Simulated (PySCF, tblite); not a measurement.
**C6H11NOSi: geometry, infrared bands and NMR shifts**

What infrared bands and NMR shifts should C6H11NOSi (`C=C/C=N/[SiH2]C(=C)OC`) show?

The runs use tblite 0.8.0 and PySCF 2.14.0, with density-fitted response routines of our own; the level of theory stands in each step. All values are computed, except where a source is named. Atoms are numbered from 0 throughout.

### 1 Starting geometry

20 atoms, charge 0, multiplicity 1; geometry from: force field or distance geometry start.

Bonds of the start (Å): C0–C1 1.33, C1–C2 1.46, C2–N3 1.31, N3–Si4 1.78, Si4–C5 1.87, C5–C6 1.33, C5–O7 1.39, O7–C8 1.42, C0–H9 1.06, C0–H10 1.10, C1–H11 1.09, C2–H12 1.09, Si4–H13 1.48, Si4–H14 1.47, C6–H15 1.08, C6–H16 1.08, C8–H17 1.13, C8–H18 1.11, C8–H19 1.10.

### 2 Optimising the geometry with GFN2-xTB

What the job is given:

```
{"job": {"kind": "relax", "xc": "GFN2-xTB", "basis": "xTB"}, "charge": 0, "multiplicity": 1}
C      4.138800    -1.200800    -1.090000
C      3.194000    -1.351000    -0.161700
C      2.184600    -0.297800    -0.096400
N      1.229000    -0.381100     0.791400
Si    -0.061600     0.838800     0.959200
C     -1.503100     0.431900    -0.165400
C     -1.622100    -0.771300    -0.713400
O     -2.412700     1.459200    -0.379100
C     -3.737900     1.158600     0.038500
H      4.933500    -1.888600    -1.242900
H      4.107000    -0.329200    -1.762700
H      3.185200    -2.201900     0.526400
H      2.188900     0.551500    -0.774800
H     -0.641500     0.789400     2.319600
H      0.409900     2.211800     0.720900
H     -2.474600    -0.977500    -1.341600
H     -0.856800    -1.500900    -0.477400
H     -4.322100     2.091500    -0.224000
H     -3.787600     1.093700     1.145300
H     -4.156100     0.284500    -0.484500
```

Launch:

```
$ OMP_NUM_THREADS=1 python probes_run.py task.json out
```

This one command runs all jobs of the session in turn.

**Question.** This job is followed by: GFN2-xTB harmonic vibrations, gas phase; GIAO PBE0/pcSseg-1 NMR shielding, non-relativistic, gas phase. Predict these results of the whole session: strongest single infrared mode (GFN2-xTB); zero-point energy (GFN2-xTB); 13C shifts against TMS (PBE0/pcSseg-1); 1H shifts against TMS (PBE0/pcSseg-1, means over atoms taken as alike); 15N shifts against NH3 (PBE0/pcSseg-1); 29Si shifts against TMS (PBE0/pcSseg-1); 17O shifts against H2O (PBE0/pcSseg-1).

The runs gave:

| quantity | value |
| --- | --- |
| strongest single infrared mode (GFN2-xTB) | 2189 cm⁻¹, 380 km/mol |
| zero-point energy (GFN2-xTB) | 94.8 kcal/mol |
| 13C shifts against TMS (PBE0/pcSseg-1) | 178.5, 171.5, 151.2, 139.3, 99.2, 55.7 ppm |
| 1H shifts against TMS (PBE0/pcSseg-1, means over atoms taken as alike) | 8.85, 6.76, 6.48, 6.11, 5.17, 4.75, 4.71, 3.73 ppm |
| 15N shifts against NH3 (PBE0/pcSseg-1) | 395.6 ppm |
| 29Si shifts against TMS (PBE0/pcSseg-1) | -50.9 ppm |
| 17O shifts against H2O (PBE0/pcSseg-1) | 123.7 ppm |

Relaxing lowered the energy by 0.668 eV in 98 steps; the close pair that moved most is N3–Si4, from 1.784 to 1.714 Å. All 54 modes are real, so the xTB geometry is a minimum. The strongest single mode, at 2189 cm⁻¹, moves mainly H14. Unscaled tight-binding wavenumbers are off by several per cent, some by more. Its intensities can rank the bands wrongly. At PBE0/pcSseg-1: Shielding is most anisotropic at N3 (span 785 ppm, paramagnetic term -463 ppm).
